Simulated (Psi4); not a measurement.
**SVWN5/6-31G(d) (spherical functions) run of CH7BSi2 (SMILES CB1[SiH2][SiH2]1)**

What is the energy change on altering one bond length of CH7BSi2 at SVWN5/6-31G* (spherical functions)? 

Program for the calculation: Psi4 1.11.

1 further run of the same task is left out (set aside as unsound or not needed). Runs told in other sessions of the task aren't counted.

## (1) The structure to begin with

The species is CH7BSi2 (11 atoms), meant as a singlet with charge 0. SMILES: `CB1[SiH2][SiH2]1`. Geometry: relaxed at PBE0-D4/def2-TZVP.

Bond lengths: C1–B2 1.566 Å, B2–Si3 1.907 Å, B2–Si4 1.907 Å, C1–H5 1.092 Å, C1–H6 1.099 Å, C1–H7 1.092 Å, Si3–H8 1.482 Å, Si3–H9 1.489 Å, Si4–H10 1.489 Å, Si4–H11 1.482 Å. Some angles: C1–B2–Si3 130.2°, C1–B2–Si4 130.2°, Si3–B2–Si4 83.2°, B2–C1–H5 114.1°, B2–C1–H6 106.3°, B2–C1–H7 114.1°, B2–Si3–H8 124.3°, B2–Si3–H9 125.0°, B2–Si4–H10 124.9°, B2–Si4–H11 124.3°. A long bond or contact: Si3–Si4 2.531 Å.

## (2) The energy at SVWN5/6-31G(d) (spherical functions)

Input file job.in:

```
memory 2.2 GB

molecule {
  0 1
  C     -0.263900     1.793500     0.099500
  B     -0.450600     0.243000    -0.016600
  Si     0.018800    -1.148600     1.199400
  Si     0.210300    -0.982900    -1.318800
  H      0.165600     2.121800     1.048800
  H     -1.271300     2.229100     0.051100
  H      0.301000     2.238000    -0.723000
  H     -0.479200    -2.541300     1.107000
  H      0.876900    -0.975400     2.403900
  H      1.239000    -0.662800    -2.346600
  H     -0.281200    -2.371200    -1.484200
  units angstrom
  symmetry c1
}

set globals {
  basis 6-31G*
  puream true
  e_convergence 1e-09
  d_convergence 1e-08
  scf_type pk
  dft_radial_points 99
  dft_spherical_points 590
}

energy_value, wavefunction = energy('scf', dft_functional={"name": "SVWN5", "x_functionals": {"LDA_X": {}}, "c_functionals": {"LDA_C_VWN": {}}}, return_wfn=True)
oeprop(wavefunction, 'MAYER_INDICES', 'DIPOLE', 'QUADRUPOLE', title='SCF')
```

Run with:

```console
$ psi4 job.in job.out -n 1
```

job.out, cut to the lines that bear on the results:

```text
[...]
  Running in c1 symmetry.
[...]
  Nuclear repulsion =  181.476428428229070
[...]
  Multiplicity = 1
[...]
  Nalpha       = 23
  Nbeta        = 23
[...]
    Number of basis functions: 78
[...]
   @RKS iter   1:  -642.51776622741340    1.12742e-01   1.12675e-02 ADIIS/DIIS
[...]
   @RKS iter  14:  -643.02263499599485   -2.84217e-12   1.45532e-09 DIIS
[...]
    Orbital Energies [Eh]
    ---------------------
    Doubly Occupied:
       1A    -65.094947     2A    -65.094924     3A     -9.754981
       4A     -6.415038     5A     -5.014374     6A     -5.014326
       7A     -3.457271     8A     -3.457180     9A     -3.454143
      10A     -3.454116    11A     -3.452413    12A     -3.452355
      13A     -0.628135    14A     -0.533313    15A     -0.448927
      16A     -0.386151    17A     -0.358464    18A     -0.358006
      19A     -0.338609    20A     -0.299288    21A     -0.298281
      22A     -0.222504    23A     -0.207881
[...]
  @RKS Final Energy:  -643.02263499599485
   => Energetics <=
    Nuclear Repulsion Energy =            181.4764284282290703
    One-Electron Energy =               -1252.0276666279619349
    Two-Electron Energy =                 478.3501738580193887
    DFT Exchange-Correlation Energy =     -50.8215706542815084
    Empirical Dispersion Energy =           0.0000000000000000
    VV10 Nonlocal Energy =                  0.0000000000000000
    Total Energy =                       -643.0226349959948493
[...]
 Multipole Moments:
 ------------------------------------------------------------------------------------
     Multipole            Electronic (a.u.)      Nuclear  (a.u.)        Total (a.u.)
 ------------------------------------------------------------------------------------
 L = 1.  Multiply by 2.5417464519 to convert [e a0] to [Debye]
 Dipole X            :         -1.0000171            1.0274886            0.0274715
 Dipole Y            :         -1.9224607            2.0835424            0.1610817
 Dipole Z            :         -0.2036191            0.2159402            0.0123210
 Magnitude           :                                                    0.1638713
 L = 2.  Multiply by 1.3450342976 to convert [e a0^2] to [Debye ang]
 Quadrupole XX       :        -54.6153437           22.8922294          -31.7231142
 Quadrupole XY       :         29.2395852          -29.2882938           -0.0487086
[...]
```

Run time: 9.6 s. Hardware: 1 thread of Intel Xeon 6975P-C (Granite Rapids), shared host; peak memory 0.6 GiB.

## (3) The distorted shape: energy and gradient at SVWN5/6-31G(d) (spherical functions)

Input file ch7bsi2.py:

```python
import psi4

psi4.set_memory(2200000000)
psi4.set_num_threads(1)
psi4.set_output_file('output.dat', False)

mol = psi4.geometry("""
C     -0.950368     1.654942    -0.864084
B     -1.137068     0.104442    -0.980184
Si    -0.667668    -1.287158     0.235816
Si    -0.476168    -1.121458    -2.282384
H     -0.520868     1.983242     0.085216
H     -1.957768     2.090542    -0.912484
H     -0.385468     2.099442    -1.686584
H     -1.165668    -2.679858     0.143416
H      0.876900    -0.975400     2.403900
H      0.552532    -0.801358    -3.310184
H     -0.967668    -2.509758    -2.447784
units angstrom
symmetry c1
""")

options = {'basis': '6-31G*', 'puream': True, 'e_convergence': 1e-09, 'd_convergence': 1e-08, 'scf_type': 'pk', 'dft_radial_points': 99, 'dft_spherical_points': 590}
psi4.set_options(options)

energy_value = psi4.gradient('scf', dft_functional={"name": "SVWN5", "x_functionals": {"LDA_X": {}}, "c_functionals": {"LDA_C_VWN": {}}}, molecule=mol)
print('gradient / Eh bohr^-1')
print(energy_value.np.round(6))
```

Run with:

```console
$ python ch7bsi2.py
```

output.dat, cut to the lines that bear on the results:

```text
[...]
  Running in c1 symmetry.
[...]
  Nuclear repulsion =  178.284466044443974
[...]
  Multiplicity = 1
[...]
  Nalpha       = 23
  Nbeta        = 23
[...]
    Number of basis functions: 78
[...]
   @RKS iter   1:  -642.20171290830649    2.83199e-01   1.23220e-02 DIIS/ADIIS
[...]
   @RKS iter  16:  -642.91948850169774   -5.57066e-12   3.90005e-09 DIIS
[...]
    Orbital Energies [Eh]
    ---------------------
    Doubly Occupied:
       1A    -65.132105     2A    -65.109370     3A     -9.761945
       4A     -6.431268     5A     -5.043507     6A     -5.028829
       7A     -3.486533     8A     -3.484800     9A     -3.481474
      10A     -3.471551    11A     -3.468479    12A     -3.467172
      13A     -0.635746    14A     -0.542915    15A     -0.446484
      16A     -0.393329    17A     -0.365562    18A     -0.364500
      19A     -0.330426    20A     -0.308745    21A     -0.261019
      22A     -0.220241    23A     -0.212898
[...]
  @RKS Final Energy:  -642.91948850169774
   => Energetics <=
    Nuclear Repulsion Energy =            178.2844660444439739
    One-Electron Energy =               -1245.0280400824849494
    Two-Electron Energy =                 474.5040501517715370
    DFT Exchange-Correlation Energy =     -50.6799646154282044
    Empirical Dispersion Energy =           0.0000000000000000
    VV10 Nonlocal Energy =                  0.0000000000000000
    Total Energy =                       -642.9194885016977423
[...]
  -Total Gradient:
     Atom            X                  Y                   Z
    ------   -----------------  -----------------  -----------------
       1        0.001269540856     0.012178499011     0.002405405647
       2       -0.002376997257    -0.009115724717    -0.007503681220
       3       -0.023098435662    -0.013931100290    -0.027377844393
       4        0.000434976419     0.000877356512    -0.004854667555
       5       -0.003281890493    -0.000997509732    -0.007054084353
       6        0.007186087746    -0.002995635262     0.000577675237
       7       -0.004134714994    -0.003429804715     0.006421669366
       8        0.001160407627     0.008648308609    -0.001078751464
       9        0.024220278150     0.005364870813     0.033403044421
      10       -0.002481900114    -0.002170645032     0.004130177605
      11        0.001104317344     0.005571726373     0.000930338047
[...]
```

The script printed:

```text
gradient / Eh bohr^-1
[[ 0.00127   0.012178  0.002405]
 [-0.002377 -0.009116 -0.007504]
 [-0.023098 -0.013931 -0.027378]
 [ 0.000435  0.000877 -0.004855]
 [-0.003282 -0.000998 -0.007054]
 [ 0.007186 -0.002996  0.000578]
 [-0.004135 -0.00343   0.006422]
 [ 0.00116   0.008648 -0.001079]
 [ 0.02422   0.005365  0.033403]
 [-0.002482 -0.002171  0.00413 ]
 [ 0.001104  0.005572  0.00093 ]]
```

Run time: 13 s. Hardware: 1 thread of Intel Xeon 6975P-C (Granite Rapids), shared host; peak memory 0.59 GiB.

## (4) Results

At SVWN5/6-31G* (spherical functions):

| quantity | value |
| --- | --- |
| first shape: total energy | -643.02263 Eh |
| first shape: dipole moment | 0.42 D |
| first shape: HOMO energy | -5.66 eV |
| first shape: LUMO energy | -2.32 eV |
| first shape: HOMO–LUMO gap | 3.34 eV |
| distorted shape: total energy | -642.91949 Eh |
| distorted shape: dipole moment | 1.85 D |
| distorted shape: HOMO energy | -5.79 eV |
| distorted shape: LUMO energy | -3.63 eV |
| distorted shape: HOMO–LUMO gap | 2.16 eV |
| distorted shape: largest force on an atom | 2.140 eV/Å |
| energy change with the Si3–H9 bond stretched from 1.489 to 2.680 Å | 2.807 eV |

**Reading.** One bond (distorted shape) is far stretched, which a spin-restricted single reference describes badly; a broken-symmetry solution may lie lower. With the Si3–H9 bond stretched from 1.489 to 2.680 Å the energy rises by 2.81 eV (271 kJ/mol). The first shape isn't relaxed at this level, so the change isn't measured from a minimum. A restricted reference can't describe the breaking bond well at this length.
